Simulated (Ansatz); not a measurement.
# GaCl+ (doublet): from Hartree-Fock to the top rungs, cc-pVTZ

An exercise on one series of results from a longer session: the logs are not shown, and one member is left open.

Computed with Ansatz 0.2.0, Gaussian basis. Level: cc-pVTZ, core rule «outside noble gas», up to 19 orbitals frozen.

Plan: UHF; CCSD(T) on ROHF; CCSD(T) on UHF; BCCD(T) on ROHF; CISD; CCSDT(Q) on ROHF; CCSDT(Q) on UHF.

11 further runs of the same task are left out: 5 for a known fault of the program, 1 that didn't finish, 5 set aside as unsound or not needed.

## The geometry

The geometry is a PBE0/def2-TZVP stationary point (not a proven minimum). No spin-orbit coupling is included. The filled d shell of Ga may be among the frozen orbitals whatever the setting's name suggests; the logs give the count.

2 atoms, charge 1, spin multiplicity 2.

Atoms are counted from 1 here; the program's logs count them from 0.

Bond lengths: Cl1–Ga2 2.089 Å.

Set-up of the first run:

Contents of in.yaml:

```yaml
crystal:
  periodic: [false, false, false]
  atoms:
    - {symbol: Cl, position_ang: [0.000000, 0.000000, 0.000000]}
    - {symbol: Ga, position_ang: [0.000000, 0.000000, 2.088600]}
basis:
  gaussian: {orbitals: cc-pVTZ}
total_charge: 1
magnetization: {spin_polarized: true, initial_magnetization: 1}
hamiltonian: {xc: hf}
output: {orbitals: {seedname: orbitals}}
```

Run with:

```bash
ansatz run in.yaml --threads 1 --pin off --events-out ev --progress --plain --max-ram 2393MiB
```

Among the steps run: UHF; CCSD(T) on ROHF; CCSD(T) on UHF; BCCD(T) on ROHF; CISD; CCSDT(Q) on ROHF; CCSDT(Q) on UHF.

One of the session's tables, all rows but one given; the rest of the session is left out.

| method | from UCCSDT(Q) (kJ/mol) |
| --- | --- |
| ROHF | +647.6 |
| UHF | +639.9 |
| RMP2 | +83.1 |
| UMP2 | +82.0 |
| RCCSD | ? |
| UCCSD | +31.1 |
| RCCSD(T) | +4.6 |
| UCCSD(T) | +3.6 |
| BCCD(T) | +4.6 |
| RCCSDT | +2.7 |
| UCCSDT | +1.6 |
| RCCSDT(Q) | +1.2 |
| UCCSDT(Q) | 0 |

**Question.** Estimate the row for RCCSD.

As computed: from UCCSDT(Q) (kJ/mol): +32.7. In the column «from UCCSDT(Q) (kJ/mol)» it lies between UCCSD (+31.1) and UMP2 (+82.0).

Not comparable, so not listed: CISD (they don't share determinant, frozen orbitals or solution with the rows shown, or repeat one).

Caveats from the session: Restricted and unrestricted rows rest on different reference determinants; where their highest levels disagree by more than a few hundredths of an eV, they describe different states and don't form one ladder.
